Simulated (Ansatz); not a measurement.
# YbGe2Ru2 (I4/mmm) in Ansatz: notebook, part 2 of 2

Ansatz 0.2.0.

### Step 4. Single point, PBEsol, collinear spin, ferromagnetic start

input.yaml reads:

```yaml
crystal:
  lattice:
    - [-2.1015, 2.1015, 4.8815]
    - [2.1015, -2.1015, 4.8815]
    - [2.1015, 2.1015, -4.8815]
  atoms:
    - { symbol: Yb, position: [0.0, 0.0, 0.0], spin: 0.5 }
    - { symbol: Ru, position: [0.25, 0.75, 0.5], spin: 0.5 }
    - { symbol: Ru, position: [0.75, 0.25, 0.5], spin: 0.5 }
    - { symbol: Ge, position: [0.625, 0.625, 0.0] }
    - { symbol: Ge, position: [0.375, 0.375, 0.0] }
hamiltonian:
  xc: pbesol
  pseudopotentials: { kind: paw }
magnetization:
  spin_polarized: true
  initial_magnetization: 1.5
  spin_locking: { lock_magnetization: hard }
kpoints:
  mp_grid: { grid: [8, 8, 8] }
scf:
  occupations: { method: fermi_dirac, width: 0.05 }
  lower_state_search: "off"
output:
  forces: true
  stress: true
  eigenvalues: true
```

Potentials or basis: Ansatz PAW.

Run with:

```sh
ansatz run input.yaml --threads 2 --pin off --max-ram 5632MiB --backend cpu --events-out ev --progress --plain --runs-dir out
```

Output:

```text
Warning: output.stress: scf.convergence.dr2_threshold = 1e-7 eV (the SCF's general default) is looser than the 5e-10 eV advised for a printed stress (1e-10 eV for each atom of the cell: 5). What an SCF threshold leaves in a stress goes as its square root, and in the free energy as the threshold itself, and one threshold admits the most on a small cell: of the crystals measured, under no hybrid functional and no lock of the moments, on runs that ended without the residual-converged pass, on stresses that held no estimate of that error, the worst erred by over 100 MPa in a component at 1e-7 eV an atom and by under 5 at 1e-10. Set scf.convergence.dr2_threshold to 5e-10 eV or tighter. The threshold is an SCF's pass mark: one that does not reach it within its budget of iterations ends unconverged, or closes short of it on a stop that the run arms, and scf.convergence.dr2_threshold's page says what that costs each kind of run
Warning: RAYON_NUM_THREADS=2 ignored (pool sized by the plan → 2); use --threads N
[... 8 set-up lines as earlier in the session ...]
Crystal: 5 atoms, lattice volume = 86.233 Å³
Basis set: ecut = 420 eV, 1661 PW (Γ), exchange–correlation on 80×80×80 points (8 copies of the dense FFT grid, shifted against one another)
Bands: 52, of which v1, the nominal top of the filled ones, is band 42 counted from 1 (41 counted from 0)
[... 2 set-up lines as earlier in the session ...]
Magnetic group: BNS 139.531 (UNI 1191), of the structure as read, at distance tolerance 4.4e-5 Å
k-points: 59 of 512
[... 11 set-up lines as earlier in the session ...]
Starting moments: Σ|m| = 1.5 μB on 3 of 5 sites
Initial wavefunctions: pseudopotential atomic-orbital guess
Functional: x = pbesol(κ = 0.804, μ = 0.12345679012345678), c = pbesol(β = 0.046)
SCF iter   1: F=—  HF=-33821.246303 eV  |F-HF|=—  |Δ(HF+E_count)|=         —  Δρ=1.48e-1 (↑5.12e-2 ↓1.48e-1)  dr2=3.20e1  dr2_m=2.71e0  M=1.500 μB ∫|m|=1.632 μB  β_m=0.30  ethr=3.10e-3  ⟨swp⟩=6.2  Hψ=21879  notcnv=0  defer=8
preconditioner: auto → Kerker (q_TF=auto, 2.716 Å⁻¹)  [metal: Δε(μ)=0.001 eV  Ē_g=14.719 eV  σ=0.050 eV  W_gap=0.01  n_scr=32 (ndim 8)  ℏωp=32.5 eV  f_vac=0.000  D(μ)=22.20/eV (n_scr^D=470)]
spin=Collinear: Kerker preconditioning applied to the charge; magnetization (m = ρ↑ − ρ↓) channel mixes plain (no charge-response kernel on spin).
[... 18 lines left out ...]
SCF iter  19: F=-33819.081786 eV  HF=-33819.081786 eV  |F-HF|=3.57e-10  |Δ(HF+E_count)|=   1.03e-9  Δρ=4.35e-7 (↑3.37e-7 ↓4.35e-7)  dr2=2.61e-10  dr2_m=3.09e-11  M=1.500 μB ∫|m|=1.503 μB  ethr=3.00e-11  ⟨swp⟩=2.3  Hψ=16324  notcnv=0
SCF 1 converged in 19 iterations: F = -33819.081786 eV  dr2 = 2.61e-10
SCF converged after 19 iterations
Stability checked in part: among states of this total moment the steps that led to this state did not find it unstable. No probe was made; neither looks for a lower state of another moment (fixed_total_moment; see scf.lower_state_search)
Magnetization: 1.5000 μB (42.7500 up, 41.2500 down)
Absolute magnetization: 1.5036 μB (∫|ρ↑−ρ↓|, with the PAW one-centre terms)
Spin contamination: 0.0021 ħ² per cell (⟨S²⟩ above its minimum at these occupations)
Per-site moments (μB) at R_I (Å): [(0.42526194913334614, 1.3252694589592326), (0.3597958987950336, 1.0024358877871118), (0.3597958987950336, 1.0024358877871118), (0.016029891922757642, 1.0024358877871118), (0.01602989192275765, 1.0024358877871118)]
Free energy (F): -33819.081786 eV
Harris-Foulkes:  -33819.081786 eV  (|F-HF|=3.57e-10)
Internal energy: -33819.020896 eV  (E = F + TS)
E sigma→0 (E₀):  -33819.051341 eV
Entropy (-TS):   -0.060890 eV (-12.178 meV/atom)
Fermi energy:    16.355112 (↑ 16.661133, ↓ 16.049090) eV
--- Per-component energies (eV) ---
  E_band       = -247.227429
  E_kinetic    = 1620.823778
  E_local      = -12502.529308  (includes V_loc(G=0)·N_el)
  E_nonlocal   = 2076.751655
  E_hartree    = 5162.003823
  E_xc         = -696.922605
  E_vxc        = -817.490672  (∫ρ·V_xc dr)
  E_paw        = -17989.276389  (= ΣΔE_a)
  E_vpaw       = -948.790147  (= ΣTr[D̂ρ^β])
  E_aug_tail   = 0.000219  (compensation charges beyond the density's cutoff)
  E_ewald      = -11493.343728
  E_core_change = 3.471658  (= ΣΔE_core)
  E_smearing   = -0.060890  (= −TS)
  E_closure    = 0.000000  (closes the sum)
  Σ components = -33819.081786   (vs F -33819.081786, Δ=0.00e0)
--- Forces (eV/Å), atoms counted from 1 ---
  atom   1  Yb     0.00000000     0.00000000     0.00000000
  atom   2  Ru     0.00000000    -0.00000000     0.00000000
  atom   3  Ru     0.00000000    -0.00000000     0.00000000
  atom   4  Ge     0.00000000    -0.00000000     0.56229461
  atom   5  Ge    -0.00000000     0.00000000    -0.56229461
  max |Σ_I F_I| component: 1.11e-16 eV/Å
--- Stress (GPa, compression-positive) ---
       -1.959042       0.000000       0.000000
        0.000000      -1.959042       0.000000
        0.000000       0.000000       3.972961
  P = ⅓ Tr σ = 0.0183 GPa (0.183 kbar)
--- Band table (eV; the first three rows and the last of 118) ---
  k-point 0 ↑: bands = ["-55.8359", "-55.8018", "-35.2329", "-26.0477", "-26.0477", "-25.8527", "-25.8527", "-25.8293", "-25.7833", "-7.8025", "-7.7325", "-7.7325", "-7.6435", "-7.6386", "-7.6271", "-7.6151", "-7.6151", "-7.6052", "-7.5896", "-7.4586", "-7.4586", "-7.3910", "5.1121", "8.3435", "10.7035", "12.3093", "12.3093", "12.7717", "14.0559", "14.6872", "14.6872", "15.0868", "15.4391", "15.4391", "15.5503", "15.5525", "15.5654", "15.5879", "15.5879", "15.8957", "16.1884", "16.1884", "16.1989", "16.9400", "17.5152", "19.5274", "19.5274", "19.7898", "20.5048", "21.5615", "23.1021", "23.6165"]
  k-point 1 ↑: bands = ["-55.8334", "-55.8042", "-35.2327", "-26.0517", "-26.0166", "-25.8857", "-25.8499", "-25.8256", "-25.7864", "-7.8033", "-7.7361", "-7.7268", "-7.6446", "-7.6443", "-7.6379", "-7.6186", "-7.6168", "-7.6072", "-7.5811", "-7.4620", "-7.4563", "-7.3951", "5.3398", "8.4164", "10.9495", "11.8770", "12.4649", "13.0020", "13.6817", "14.1878", "15.1119", "15.1456", "15.2863", "15.4065", "15.5368", "15.5581", "15.5738", "15.5773", "15.6254", "15.7550", "15.8691", "15.9301", "16.1152", "16.7697", "17.8643", "18.3753", "20.1483", "20.1955", "21.3291", "22.1341", "22.6681", "23.1963"]
  k-point 2 ↑: bands = ["-55.8273", "-55.8102", "-35.2321", "-26.0614", "-25.9646", "-25.9412", "-25.8430", "-25.8167", "-25.7939", "-7.8046", "-7.7454", "-7.7217", "-7.6665", "-7.6450", "-7.6360", "-7.6266", "-7.6210", "-7.6148", "-7.5651", "-7.4706", "-7.4608", "-7.3977", "5.8717", "8.5841", "10.9547", "11.9892", "12.8511", "12.9364", "13.4073", "13.4280", "14.8984", "15.0391", "15.1787", "15.4095", "15.4192", "15.5474", "15.5480", "15.5508", "15.6244", "15.6800", "15.6820", "15.6919", "15.9456", "16.5158", "17.8716", "18.1191", "20.5500", "21.4289", "21.5719", "21.9786", "22.0317", "23.3065"]
  k-point 58 ↓: bands = ["-55.5556", "-55.5212", "-35.0630", "-25.7565", "-25.7565", "-25.5594", "-25.5594", "-25.5322", "-25.4861", "-7.7949", "-7.7191", "-7.7191", "-7.6449", "-7.6233", "-7.6141", "-7.6103", "-7.6103", "-7.6097", "-7.5554", "-7.3347", "-7.3347", "-7.2839", "6.1251", "7.0209", "11.0095", "12.7235", "12.7235", "12.9819", "13.7992", "14.1094", "14.1094", "14.4725", "15.7647", "15.7647", "15.7933", "15.8015", "15.8442", "15.9007", "15.9007", "16.5452", "16.8495", "16.8495", "17.7379", "17.7950", "19.3321", "19.9852", "20.1988", "20.5735", "21.6308", "21.6308", "22.6607", "22.6607"]
```

Run time: 37 s. Hardware: 2 threads of Arm Neoverse V1, shared host; peak memory 0.68 GiB.

Results:

| Property | Result |
| --- | --- |
| Free energy | -33819.0818 eV |
| Pressure | 0.0 GPa |
| Largest force | 0.562 eV/Å |
| Net moment | 1.50 μB per cell |
| Absolute moment | 1.50 μB per cell |
| Site moments | Yb +0.43; Ru +0.36; Ge +0.02 μB |

Forces on the atoms (eV/Å):
```
Yb   0.000  0.000  0.000
Ru   0.000  0.000  0.000
Ru   0.000  0.000  0.000
Ge   0.000  0.000  0.562
Ge   0.000  0.000 -0.562
```

Caveat: spin-orbit coupling is left out, which moves the levels of the heavy elements; the cell's inner coordinates are idealised or old, which leaves forces on the atoms; the total moment is fixed, so each spin has its own Fermi level; without U or exact exchange the open f shell lies at the Fermi level, which spoils levels, moments and volumes; the PAW data sets come from PBE, with cores solved anew for the run's functional, which leaves a small shift of forces and pressure; the thresholds are loose for stress. The state reached can hang on the start; a lower one may exist.

### Step 5. Single point, PBEsol, collinear spin, ferromagnetic start

Changes to input.yaml since step 4:

```diff
@@ -6,5 +6,5 @@
   atoms:
-    - { symbol: Yb, position: [0.0, 0.0, 0.0], spin: 0.5 }
-    - { symbol: Ru, position: [0.25, 0.75, 0.5], spin: 0.5 }
-    - { symbol: Ru, position: [0.75, 0.25, 0.5], spin: 0.5 }
+    - { symbol: Yb, position: [0.0, 0.0, 0.0], spin: 0.7333333333 }
+    - { symbol: Ru, position: [0.25, 0.75, 0.5], spin: 0.7333333333 }
+    - { symbol: Ru, position: [0.75, 0.25, 0.5], spin: 0.7333333333 }
     - { symbol: Ge, position: [0.625, 0.625, 0.0] }
@@ -16,3 +16,3 @@
   spin_polarized: true
-  initial_magnetization: 1.5
+  initial_magnetization: 2.2
   spin_locking: { lock_magnetization: hard }
```

Run with:

```sh
ansatz run input.yaml --threads 2 --pin off --max-ram 5632MiB --backend cpu --events-out ev --progress --plain --runs-dir out
```

Wall time 38 s (2 threads of Arm Neoverse V1, shared host); peak memory 0.67 GiB.

Results (log left out):

```yaml
Free_energy: -33818.7880 eV
Pressure: 0.5 GPa
Largest_force: 0.245 eV/Å
Net_moment: 2.20 μB per cell
Absolute_moment: 2.20 μB per cell
Site_moments: Yb +0.53; Ru +0.54; Ge +0.03 μB
```

Forces in eV/Å, atoms in the order of the input:
```
Yb   0.000  0.000  0.000
Ru   0.000  0.000  0.000
Ru   0.000  0.000  0.000
Ge   0.000  0.000  0.245
Ge   0.000  0.000 -0.245
```

Stress tensor (GPa, compression positive):
```
-2.06  0.00  0.00
 0.00 -2.06  0.00
 0.00  0.00  5.65
```

Caveat: spin-orbit coupling is left out, which moves the levels of the heavy elements; the cell's inner coordinates are idealised or old, which leaves forces on the atoms; the total moment is fixed, so each spin has its own Fermi level; without U or exact exchange the open f shell lies at the Fermi level, which spoils levels, moments and volumes; the PAW data sets come from PBE, with cores solved anew for the run's functional, which leaves a small shift of forces and pressure; the thresholds are loose for stress. The state reached can hang on the start; a lower one may exist.

### Step 6. Single point, PBEsol, collinear spin, ferromagnetic start

input.yaml reads:

```yaml
crystal:
  lattice:
    - [-2.1015, 2.1015, 4.8815]
    - [2.1015, -2.1015, 4.8815]
    - [2.1015, 2.1015, -4.8815]
  atoms:
    - { symbol: Yb, position: [0.0, 0.0, 0.0], spin: 1.0 }
    - { symbol: Ru, position: [0.25, 0.75, 0.5], spin: 1.0 }
    - { symbol: Ru, position: [0.75, 0.25, 0.5], spin: 1.0 }
    - { symbol: Ge, position: [0.625, 0.625, 0.0] }
    - { symbol: Ge, position: [0.375, 0.375, 0.0] }
hamiltonian:
  xc: pbesol
  pseudopotentials: { kind: paw }
magnetization:
  spin_polarized: true
  initial_magnetization: 3.0
  spin_locking: { lock_magnetization: hard }
kpoints:
  mp_grid: { grid: [8, 8, 8] }
scf:
  occupations: { method: fermi_dirac, width: 0.05 }
  lower_state_search: "off"
output:
  forces: true
  stress: true
  eigenvalues: true
```

Potentials or basis: Ansatz PAW.

Run with:

```sh
ansatz run input.yaml --threads 2 --pin off --max-ram 5632MiB --backend cpu --events-out ev --progress --plain --runs-dir out
```

Output:

```text
Warning: output.stress: scf.convergence.dr2_threshold = 1e-7 eV (the SCF's general default) is looser than the 5e-10 eV advised for a printed stress (1e-10 eV for each atom of the cell: 5). What an SCF threshold leaves in a stress goes as its square root, and in the free energy as the threshold itself, and one threshold admits the most on a small cell: of the crystals measured, under no hybrid functional and no lock of the moments, on runs that ended without the residual-converged pass, on stresses that held no estimate of that error, the worst erred by over 100 MPa in a component at 1e-7 eV an atom and by under 5 at 1e-10. Set scf.convergence.dr2_threshold to 5e-10 eV or tighter. The threshold is an SCF's pass mark: one that does not reach it within its budget of iterations ends unconverged, or closes short of it on a stop that the run arms, and scf.convergence.dr2_threshold's page says what that costs each kind of run
Warning: RAYON_NUM_THREADS=2 ignored (pool sized by the plan → 2); use --threads N
[... 8 set-up lines as earlier in the session ...]
Crystal: 5 atoms, lattice volume = 86.233 Å³
Basis set: ecut = 420 eV, 1661 PW (Γ), exchange–correlation on 80×80×80 points (8 copies of the dense FFT grid, shifted against one another)
Bands: 53, of which v1, the nominal top of the filled ones, is band 42 counted from 1 (41 counted from 0)
[... 2 set-up lines as earlier in the session ...]
Magnetic group: BNS 139.531 (UNI 1191), of the structure as read, at distance tolerance 4.4e-5 Å
k-points: 59 of 512
[... 11 set-up lines as earlier in the session ...]
Starting moments: Σ|m| = 3 μB on 3 of 5 sites
[... 2 set-up lines as earlier in the session ...]
SCF iter   1: F=—  HF=-33821.150615 eV  |F-HF|=—  |Δ(HF+E_count)|=         —  Δρ=2.09e-1 (↑5.35e-2 ↓2.09e-1)  dr2=5.20e1  dr2_m=7.03e0  M=3.000 μB ∫|m|=3.070 μB  β_m=0.30  ethr=3.10e-3  ⟨swp⟩=6.2  Hψ=22454  notcnv=0  defer=10
preconditioner: auto → Kerker (q_TF=auto, 2.716 Å⁻¹)  [metal: Δε(μ)=0.001 eV  Ē_g=15.032 eV  σ=0.050 eV  W_gap=0.00  n_scr=32 (ndim 8)  ℏωp=32.5 eV  f_vac=0.000  D(μ)=26.30/eV (n_scr^D=582)]
spin=Collinear: Kerker preconditioning applied to the charge; magnetization (m = ρ↑ − ρ↓) channel mixes plain (no charge-response kernel on spin).
[... 18 lines left out ...]
SCF 1 converged in 19 iterations: F = -33818.252113 eV  dr2 = 1.01e-8
SCF converged after 19 iterations
Stability checked in part: among states of this total moment the steps that led to this state did not find it unstable. No probe was made; neither looks for a lower state of another moment (fixed_total_moment; see scf.lower_state_search)
Magnetization: 3.0000 μB (43.5000 up, 40.5000 down)
Absolute magnetization: 3.0013 μB (∫|ρ↑−ρ↓|, with the PAW one-centre terms)
Spin contamination: 0.0049 ħ² per cell (⟨S²⟩ above its minimum at these occupations)
Per-site moments (μB) at R_I (Å): [(0.6221319619024163, 1.3252694589592326), (0.7571734907948845, 1.0024358877871118), (0.7571734907948845, 1.0024358877871118), (0.048471000846649834, 1.0024358877871118), (0.04847100084664979, 1.0024358877871118)]
Free energy (F): -33818.252113 eV
Harris-Foulkes:  -33818.252113 eV  (|F-HF|=7.83e-9)
Internal energy: -33818.181021 eV  (E = F + TS)
E sigma→0 (E₀):  -33818.216567 eV
Entropy (-TS):   -0.071092 eV (-14.218 meV/atom)
Fermi energy:    16.591002 (↑ 17.360092, ↓ 15.821913) eV
--- Per-component energies (eV) ---
  E_band       = -254.458487
  E_kinetic    = 1621.841453
  E_local      = -12491.161324  (includes V_loc(G=0)·N_el)
  E_nonlocal   = 2072.845753
  E_hartree    = 5152.392872
  E_xc         = -697.429668
  E_vxc        = -818.147604  (∫ρ·V_xc dr)
  E_paw        = -17986.798257  (= ΣΔE_a)
  E_vpaw       = -944.617841  (= ΣTr[D̂ρ^β])
  E_aug_tail   = 0.000219  (compensation charges beyond the density's cutoff)
  E_ewald      = -11493.343728
  E_core_change = 3.471658  (= ΣΔE_core)
  E_smearing   = -0.071092  (= −TS)
  E_closure    = 0.000000  (closes the sum)
  Σ components = -33818.252113   (vs F -33818.252113, Δ=0.00e0)
--- Forces (eV/Å), atoms counted from 1 ---
  atom   1  Yb     0.00000000     0.00000000     0.00000000
  atom   2  Ru     0.00000000     0.00000000     0.00000000
  atom   3  Ru     0.00000000     0.00000000     0.00000000
  atom   4  Ge     0.00000000     0.00000000    -0.14982551
  atom   5  Ge     0.00000000     0.00000000     0.14982551
  max |Σ_I F_I| component: 3.12e-17 eV/Å
--- Stress (GPa, compression-positive) ---
       -1.505518       0.000000      -0.000000
        0.000000      -1.505518      -0.000000
        0.000000      -0.000000       8.114972
  P = ⅓ Tr σ = 1.7013 GPa (17.013 kbar)
--- Band table (eV; the first three rows and the last of 118) ---
  k-point 0 ↑: bands = ["-56.1307", "-56.0968", "-35.4105", "-26.3517", "-26.3517", "-26.1581", "-26.1581", "-26.1187", "-26.0731", "-7.7855", "-7.7310", "-7.7310", "-7.6465", "-7.6294", "-7.6244", "-7.6109", "-7.5988", "-7.5988", "-7.5888", "-7.5616", "-7.5616", "-7.4827", "5.0654", "8.2252", "10.5905", "12.1296", "12.1296", "12.5349", "13.9005", "14.4850", "14.4850", "14.8179", "15.1179", "15.1179", "15.2509", "15.2589", "15.2834", "15.2834", "15.4079", "15.6127", "15.8906", "16.0259", "16.0259", "16.8811", "17.2328", "19.4194", "19.4194", "19.6832", "20.4683", "21.4741", "22.9182", "23.4883", "23.4982"]
  k-point 1 ↑: bands = ["-56.1282", "-56.0992", "-35.4102", "-26.3557", "-26.3209", "-26.1908", "-26.1553", "-26.1150", "-26.0762", "-7.7871", "-7.7367", "-7.7229", "-7.6494", "-7.6440", "-7.6311", "-7.6236", "-7.6005", "-7.5976", "-7.5872", "-7.5618", "-7.5399", "-7.4893", "5.2955", "8.3036", "10.8346", "11.7175", "12.2925", "12.7657", "13.4811", "14.0350", "14.8819", "14.9237", "15.0160", "15.0894", "15.2553", "15.2677", "15.2717", "15.2732", "15.3382", "15.5429", "15.5900", "15.6259", "15.9621", "16.6798", "17.6219", "18.2599", "20.0607", "20.1005", "21.2531", "21.9892", "22.5930", "23.0634", "24.2963"]
  k-point 2 ↑: bands = ["-56.1222", "-56.1052", "-35.4097", "-26.3653", "-26.2692", "-26.2460", "-26.1485", "-26.1062", "-26.0836", "-7.7897", "-7.7511", "-7.7069", "-7.6945", "-7.6523", "-7.6327", "-7.6217", "-7.6049", "-7.6009", "-7.5668", "-7.5643", "-7.5303", "-7.5003", "5.8353", "8.4835", "10.8260", "11.8599", "12.7009", "12.7916", "13.1782", "13.1918", "14.6581", "14.8216", "14.8818", "15.1250", "15.1668", "15.2406", "15.2411", "15.2509", "15.3127", "15.3719", "15.4160", "15.4598", "15.8028", "16.3758", "17.7296", "17.8799", "20.4755", "21.3476", "21.4485", "21.8658", "21.9139", "23.2098", "23.2746"]
  k-point 58 ↓: bands = ["-55.5385", "-55.5040", "-35.1677", "-25.7391", "-25.7391", "-25.5414", "-25.5414", "-25.4864", "-25.4403", "-7.7633", "-7.6913", "-7.6913", "-7.6191", "-7.5978", "-7.5900", "-7.5858", "-7.5823", "-7.5823", "-7.5325", "-7.3790", "-7.3666", "-7.3666", "6.2421", "7.0055", "11.0415", "12.7788", "12.7788", "12.9746", "13.8529", "14.1673", "14.1673", "14.6115", "15.5586", "15.5586", "15.5673", "15.5914", "15.6154", "15.7029", "15.7029", "16.5621", "16.9012", "16.9012", "17.7522", "17.8677", "19.4404", "20.1455", "20.3086", "20.6344", "21.6598", "21.6598", "22.7142", "22.7142", "22.7858"]
```

It took 38 s on 2 threads of Arm Neoverse V1, shared host; peak memory 0.68 GiB.

Results:

* Free energy: -33818.2521 eV
* Pressure: 1.7 GPa
* Largest force: 0.150 eV/Å
* Net moment: 3.00 μB per cell
* Absolute moment: 3.00 μB per cell
* Site moments: Yb +0.62; Ru +0.76; Ge +0.05 μB

Forces on the atoms (eV/Å):
```
Yb   0.000  0.000  0.000
Ru   0.000  0.000  0.000
Ru   0.000  0.000  0.000
Ge   0.000  0.000 -0.150
Ge   0.000  0.000  0.150
```

Caveat: spin-orbit coupling is left out, which moves the levels of the heavy elements; the cell's inner coordinates are idealised or old, which leaves forces on the atoms; the total moment is fixed, so each spin has its own Fermi level; without U or exact exchange the open f shell lies at the Fermi level, which spoils levels, moments and volumes; the PAW data sets come from PBE, with cores solved anew for the run's functional, which leaves a small shift of forces and pressure; the thresholds are loose for stress.

### Step 7. Overview

| spin | fixed moment (μB) | pressure (GPa) | moment (μB) | largest force (eV/Å) |
| --- | --- | --- | --- | --- |
| collinear, program default start | 0.0 | -0.4 | 0.00 | 0.80 |
| collinear, ferromagnetic start | 0.8 | -0.3 | 0.80 | 0.75 |
| collinear, ferromagnetic start | 1.5 | 0.0 | 1.50 | 0.56 |
| collinear, ferromagnetic start | 2.2 | 0.5 | 2.20 | 0.24 |
| collinear, ferromagnetic start | 3.0 | 1.7 | 3.00 | 0.15 |

Alike in all rows: task single point; level PBEsol; potentials or basis Ansatz PAW; cell as given; k mesh 8 × 8 × 8; cutoff (eV) 420; smearing fermi-dirac 0.05 eV.

Caveats: spin-orbit coupling is left out, which moves the levels of the heavy elements; the cell's inner coordinates are idealised or old, which leaves forces on the atoms; the total moment is fixed, so each spin has its own Fermi level; without U or exact exchange the open f shell lies at the Fermi level, which spoils levels, moments and volumes; the PAW data sets come from PBE, with cores solved anew for the run's functional, which leaves a small shift of forces and pressure; the thresholds are loose for stress.

Absolute energies hang on the potentials; compare differences alone.
